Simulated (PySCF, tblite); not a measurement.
# C₅H₁₀BClS: geometry, infrared bands and NMR shifts

What infrared bands and NMR shifts should C₅H₁₀BClS (`C[C@@H]1C[C@H](C)B(Cl)S1`) show?

Programs: tblite 0.8.0 and PySCF 2.14.0, with density-fitted response routines of our own. Each step states its level of theory. These are calculated values for one molecule in the gas phase, unless marked as measured. Atoms are numbered from 0 throughout.

## 1. Starting geometry

18 atoms, charge 0, multiplicity 1; geometry from: force field or distance geometry start.

Bonds of the start (Å): C0–C1 1.51, C1–C2 1.49, C2–C3 1.51, C3–C4 1.50, C3–B5 1.59, B5–Cl6 1.86, B5–S7 1.91, S7–C1 1.83, C0–H8 1.11, C0–H9 1.09, C0–H10 1.11, C1–H11 1.12, C2–H12 1.09, C2–H13 1.11, C3–H14 1.13, C4–H15 1.11, C4–H16 1.10, C4–H17 1.11.

## 2. Relaxing the molecule with GFN2-xTB

The job: settings as JSON, then the geometry in Å.

```
{"job": {"kind": "relax", "xc": "GFN2-xTB", "basis": "xTB"}, "charge": 0, "multiplicity": 1}
C      2.558700     0.219200    -0.567800
C      1.324900    -0.064600     0.249000
C      0.173400    -0.597000    -0.524900
C     -1.112500    -0.173300     0.138900
C     -2.355900    -0.580800    -0.591600
B     -1.036700     1.401700     0.357900
Cl    -1.707800     2.613000    -0.877800
S      0.784200     1.547400     0.927300
H      2.577200     1.301800    -0.792100
H      2.590000    -0.318200    -1.519100
H      3.464800    -0.002500     0.032100
H      1.568300    -0.789300     1.067100
H      0.178000    -0.236800    -1.557500
H      0.190400    -1.702200    -0.542700
H     -1.140000    -0.640800     1.164800
H     -2.703600     0.297200    -1.178900
H     -2.208700    -1.476000    -1.213200
H     -3.153400    -0.792600     0.152100
```

Run with:

```console
OMP_NUM_THREADS=1 python probes_run.py task.json out
```

This one command runs all jobs of the session in turn.

**Question.** This job is followed by: GFN2-xTB harmonic vibrations, gas phase; GIAO PBE0/pcSseg-1 NMR shielding, non-relativistic, gas phase. What will the session give for the following? strongest single infrared mode (GFN2-xTB); zero-point energy (GFN2-xTB); ¹³C shifts against TMS (PBE0/pcSseg-1); ¹H shifts against TMS (PBE0/pcSseg-1, means over atoms taken as alike); ¹¹B shifts against BF3·OEt2 (PBE0/pcSseg-1); ³⁵Cl shifts against HCl (PBE0/pcSseg-1); ³³S shifts against CS2 (PBE0/pcSseg-1).

**Answer**, as computed:

```
                                                              quantity                                   value
                             strongest single infrared mode (GFN2-xTB)                    869 cm⁻¹, 153 km/mol
                                          zero-point energy (GFN2-xTB)                           90.7 kcal/mol
                                ¹³C shifts against TMS (PBE0/pcSseg-1)        56.1, 50.2, 41.7, 24.5, 17.7 ppm
¹H shifts against TMS (PBE0/pcSseg-1, means over atoms taken as alike)  3.76, 2.20, 1.76, 1.51, 1.14, 1.09 ppm
                           ¹¹B shifts against BF3·OEt2 (PBE0/pcSseg-1)                                69.1 ppm
                               ³⁵Cl shifts against HCl (PBE0/pcSseg-1)                                 166 ppm
                                ³³S shifts against CS2 (PBE0/pcSseg-1)                                 150 ppm
```

In words: Over 91 steps the energy fell by 1.357 eV; of the close pairs, B5–Cl6 changed most, 1.856 to 1.711 Å. All 48 modes are real, so the xTB geometry is a minimum. The strongest single mode, at 869 cm⁻¹, moves mainly B5. GFN2-xTB is a fitted tight-binding method: band positions and strengths are rough. Its intensities can rank the bands wrongly. At PBE0/pcSseg-1: The largest span, 568 ppm, is at Cl6, where the paramagnetic term is -364 ppm.
